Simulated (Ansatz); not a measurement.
# NaSe+ (triplet): wave-function methods side by side at distance Se1–Na2 = 2.957 Å, cc-pVTZ

An exercise on one series of results from a longer session: the logs are not shown, and one member is left open.

Computed with Ansatz 0.2.0, Gaussian basis. Level: cc-pVTZ, core rule «outside noble gas», up to 19 orbitals frozen.

The runs, in order: UHF; CCSD(T) on ROHF; CCSD(T) on UHF; BCCD(T) on ROHF; CISD; CCSDT(Q) on ROHF; CCSDT(Q) on UHF; CASSCF and MRCISD+Q, 4 electrons in 4 orbitals; CASSCF and NEVPT2, 4 electrons in 4 orbitals.

32 further runs of the same task are left out: 23 for a known fault of the program, 7 that didn't finish, 2 set aside as unsound or not needed.

## What is computed

The geometry derives from a PBE0/def2-TZVP stationary point (not a proven minimum). One bond is set to the value named and the two fragments are kept rigid. No spin-orbit coupling is included. The filled d shell of Se may be among the frozen orbitals whatever the setting's name suggests; the logs give the count.

2 atoms, charge 1, spin multiplicity 3.

Atoms are counted from 1 here; the program's logs count them from 0.

Bond lengths: Se1–Na2 2.957 Å.

The first run:

in.yaml

```yaml
crystal:
  periodic: [false, false, false]
  atoms:
    - {symbol: Se, position_ang: [0.000000, 0.000000, 0.000000]}
    - {symbol: Na, position_ang: [0.000000, 0.000000, 2.957400]}
basis:
  gaussian: {orbitals: cc-pVTZ}
total_charge: 1
magnetization: {spin_polarized: true, initial_magnetization: 2}
hamiltonian: {xc: hf}
output: {orbitals: {seedname: orbitals}}
```

Launch:

```
$ ansatz run in.yaml --threads 1 --pin off --events-out ev --progress --plain --max-ram 2393MiB
```

Among the steps run: UHF; CCSD(T) on ROHF; CCSD(T) on UHF; BCCD(T) on ROHF; CISD; CCSDT(Q) on ROHF; CCSDT(Q) on UHF; CASSCF and MRCISD+Q, 4 electrons in 4 orbitals; CASSCF and NEVPT2, 4 electrons in 4 orbitals.

One of the session's tables, all rows but one given; the rest of the session is left out.

| method | from UCCSDT(Q) (kcal/mol) |
| --- | --- |
| ROHF | +80.72 |
| UHF | +77.33 |
| RMP2 | +14.34 |
| UMP2 | +14.79 |
| CISD | +4.62 |
| RCCSD | +3.11 |
| UCCSD | +2.80 |
| RCCSD(T) | +0.66 |
| UCCSD(T) | +0.46 |
| BCCD(T) | +0.66 |
| RCCSDT | +0.27 |
| UCCSDT | ? |
| RCCSDT(Q) | +0.21 |
| UCCSDT(Q) | 0 |

Estimate the missing values for UCCSDT.

**Answer.** from UCCSDT(Q) (kcal/mol): +0.06. In the column «from UCCSDT(Q) (kcal/mol)» it lies between UCCSDT(Q) (0) and RCCSDT(Q) (+0.21).

Left out of the table: CASSCF pair, NEVPT2 pair, MRCISD pair, MRCISD+Q pair (the active space lost an orbital or holds another state than full CI finds).

Caveats from the session: Restricted and unrestricted rows rest on different reference determinants; where their highest levels disagree by more than a few hundredths of an eV, they describe different states and don't form one ladder. Warnings in the runs' records: passed over end.
